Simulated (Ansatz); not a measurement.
# RuS2: the cell at several levels of theory

How does the equilibrium cell of RuS2 (database structure) depend on the functional? It is relaxed with PBE and r2SCAN.

Program: Ansatz 0.2.0. PAW datasets, plane waves, zero pressure. Spin-unpolarised throughout; all numbers are computed.

## (1) Starting point

The symmetry is Pa-3 (No. 205, cubic); conventional cell a = 5.631 Å, 14.88 Å³ an atom. Around Ru lie 6 S at 2.36 Å; around S lie 1 S at 2.18 Å and 3 Ru at 2.36 Å.

Coordinates:

```
Ru S
1.0
     5.63061    0.00000    0.00000
     0.00000    5.63061    0.00000
     0.00000    0.00000    5.63061
Ru S
4 8
Direct
  0.00000 0.50000 0.50000
  0.50000 0.50000 0.00000
  0.50000 0.00000 0.50000
  0.00000 0.00000 0.00000
  0.38820 0.11180 0.88820
  0.11180 0.88820 0.38820
  0.88820 0.38820 0.11180
  0.61180 0.61180 0.61180
  0.38820 0.38820 0.38820
  0.11180 0.61180 0.88820
  0.88820 0.11180 0.61180
  0.61180 0.88820 0.11180
```

## (2) PBE: cell and atoms

Input file input.yaml:

```yaml
crystal:
  lattice:
    - [5.63060972, 0.0, 0.0]
    - [0.0, 5.63060972, 0.0]
    - [0.0, 0.0, 5.63060972]
  atoms:
    - { symbol: Ru, position: [0.0, 0.5, 0.5] }
    - { symbol: Ru, position: [0.5, 0.5, 0.0] }
    - { symbol: Ru, position: [0.5, 0.0, 0.5] }
    - { symbol: Ru, position: [0.0, 0.0, 0.0] }
    - { symbol: S, position: [0.38820417, 0.11179583, 0.88820417] }
    - { symbol: S, position: [0.11179583, 0.88820417, 0.38820417] }
    - { symbol: S, position: [0.88820417, 0.38820417, 0.11179583] }
    - { symbol: S, position: [0.61179583, 0.61179583, 0.61179583] }
    - { symbol: S, position: [0.38820417, 0.38820417, 0.38820417] }
    - { symbol: S, position: [0.11179583, 0.61179583, 0.88820417] }
    - { symbol: S, position: [0.88820417, 0.11179583, 0.61179583] }
    - { symbol: S, position: [0.61179583, 0.88820417, 0.11179583] }
kpoints:
  mp_grid: { grid: [4, 4, 4] }
hamiltonian:
  xc: pbe
scf:
  occupations: { method: fermi_dirac, width: 0.02 }
relax:
  f_tol: 0.005
  cell: {}
```

Further steps of the session: r2SCAN: cell and atoms.

Before running it: what results should come out? Wanted: for each run, a; volume; space group; SCF geometries.

As calculated:

```
 level  a (Å)  volume (Å³/atom)  space group  SCF geometries
   PBE  5.649            15.023         Pa-3               5
r2SCAN  5.632            14.886         Pa-3               5
```

What this shows: The first relaxation changed the volume by +1.0 % from the start. r2SCAN gives the smallest cell and PBE the largest; they differ by 0.9 % in volume, a mean of 0.3 % in length.
